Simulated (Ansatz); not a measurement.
# GeH2Cl2 (SMILES [Cl][GeH2][Cl]): one structure at several levels

One table from this session's results is given with a row withheld; the runs are named, their logs left out.

Method: single points in def2-TZVPP; program: Ansatz 0.2.0, Gaussian basis.

Correlated methods freeze the cores. Filled d shells of the heavier atoms are correlated.

## Starting geometry

SMILES `[Cl][GeH2][Cl]`, 5 atoms, charge 0, spin multiplicity 1.

Atoms are counted from 1 here; the program's logs count them from 0.

Bond lengths: Cl1–Ge2 2.002 Å, Ge2–Cl3 2.101 Å, Ge2–H4 1.607 Å, Ge2–H5 1.466 Å. Angles: Cl1–Ge2–Cl3 103.1°, Cl1–Ge2–H4 110.7°, Cl1–Ge2–H5 107.8°, Cl3–Ge2–H4 98.6°, Cl3–Ge2–H5 118.3°, H4–Ge2–H5 117.3°.

Geometry (Å):

```xyz
5
charge 0, multiplicity 1
Cl   -1.6317   -0.2164    0.8613
Ge    0.0799    0.1902   -0.0943
Cl    1.4513   -1.1209    0.8083
H     0.0727   -0.4474   -1.5691
H     0.3234    1.6314    0.0141
```

Set-up of the first run:

The input, run/in.yaml:

```yaml
crystal:
  periodic: [false, false, false]
  atoms:
    - {symbol: Cl, position_ang: [-1.631700, -0.216400, 0.861300]}
    - {symbol: Ge, position_ang: [0.079900, 0.190200, -0.094300]}
    - {symbol: Cl, position_ang: [1.451300, -1.120900, 0.808300]}
    - {symbol: H, position_ang: [0.072700, -0.447400, -1.569100]}
    - {symbol: H, position_ang: [0.323400, 1.631400, 0.014100]}
basis:
  gaussian: {orbitals: def2-TZVPP}
correlation: {method: ccsd_t}
output: {forces: true}
```

The command line of these runs was not kept.

Among the steps run: CCSD(T)/def2-TZVPP; PBE0-D4/def2-TZVPP; wB97M-V/def2-TZVPP; r2SCAN-D4/def2-TZVPP; PBE-D4/def2-TZVPP; r2SCANh-D4/def2-TZVPP; HSE06-D4/def2-TZVPP.

One table of the session follows, with a row left open; its other results are not shown here.

```
    method  RMS force component (eV/Å)  angle to CCSD(T) forces (°)  dipole (D)
   CCSD(T)                       1.442                    reference        1.81
   PBE0-D4                           ?                            ?           ?
   wB97M-V                       1.424                          1.1        1.84
 r2SCAN-D4                       1.390                          1.7        1.81
    PBE-D4                       1.465                          5.7        1.72
r2SCANh-D4                       1.375                          2.1        1.84
  HSE06-D4                       1.392                          2.7        1.83
```

**Question.** Estimate the row for PBE0-D4.

As computed: RMS force component (eV/Å): 1.389; angle to CCSD(T) forces (°): 2.7; dipole (D): 1.84. In the column «RMS force component (eV/Å)» it lies between r2SCANh-D4 (1.375) and r2SCAN-D4 (1.390).
